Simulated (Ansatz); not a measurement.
The system is CsLiCr2Te2S3.

```
Cs Li Cr Te S
1.0
     3.67471   -0.00018   -0.00146
     0.00068    6.25849    0.00267
     0.09970    0.01509   18.87835
Cs Li Cr Te S
2 2 4 4 6
Direct
  0.00702 0.99658 0.60964
  0.50622 0.49563 0.63737
  0.49757 0.83290 0.98554
  0.99760 0.33501 0.98513
  0.99390 0.00068 0.13453
  0.49393 0.50024 0.13461
  0.00147 0.66940 0.83098
  0.50140 0.16737 0.83340
  0.01027 0.59621 0.46271
  0.51068 0.22697 0.45459
  0.49158 0.83669 0.22777
  0.99165 0.33648 0.22784
  0.99971 0.99979 0.90043
  0.49974 0.50461 0.89926
  0.99553 0.66614 0.07188
  0.49551 0.16656 0.07160
  0.50316 0.84068 0.76492
  0.00305 0.32804 0.76778
```

The cell was built by a generator and needn't be a form met in nature.

Base run:

* Program: Ansatz 0.2.0
* Functional: RPBE
* Potentials or basis: Ansatz PAW
* Cutoff: 420 eV (not typed: the program's choice for these potentials)
* k mesh: 7 × 5 × 2
* Occupations: fermi-dirac, width 0.05 eV
* Spin: collinear spin, ferromagnetic start
* Starting moments: [0.0, 0.0, 0.0, 0.0, 3.0, 3.0, 3.0, 3.0, 0.0, 0.0, 0.0, 0.0, 0.0, 0.0, 0.0, 0.0, 0.0, 0.0] μB

Its results: band gap on the k mesh none (metal or under the smearing width); pressure 2.1 GPa; net moment 11.49 μB per cell; site moments Cs +0.00, -0.00; Li -0.01; Cr +2.67, +2.80, +2.76; Te -0.00, -0.15; S -0.06, -0.07 μB; largest force 0.157 eV/Å.

Q: The run is repeated on the same cell with these changes: functional from RPBE to PBE; potentials or basis from Ansatz PAW to PseudoDojo standard (PBE files); cutoff from 420 eV (not typed: the program's choice for these potentials) to 1279 eV. What comes out?

A: Band gap on the k mesh none (metal or under the smearing width); pressure 0.2 GPa; net moment 11.54 μB per cell; site moments Cs +0.00, -0.00; Li -0.01; Cr +2.71, +2.70, +2.81, +2.78; Te -0.00, -0.15; S -0.07, -0.08 μB; largest force 0.075 eV/Å.

Caveats: only a ferromagnetic start was run, and an antiferromagnetic order may lie lower in energy; spin-orbit coupling is left out, which moves the levels of the heavy elements (some runs); the PAW data sets come from PBE, with cores solved anew for the run's functional, which leaves a small shift of forces and pressure (some runs).
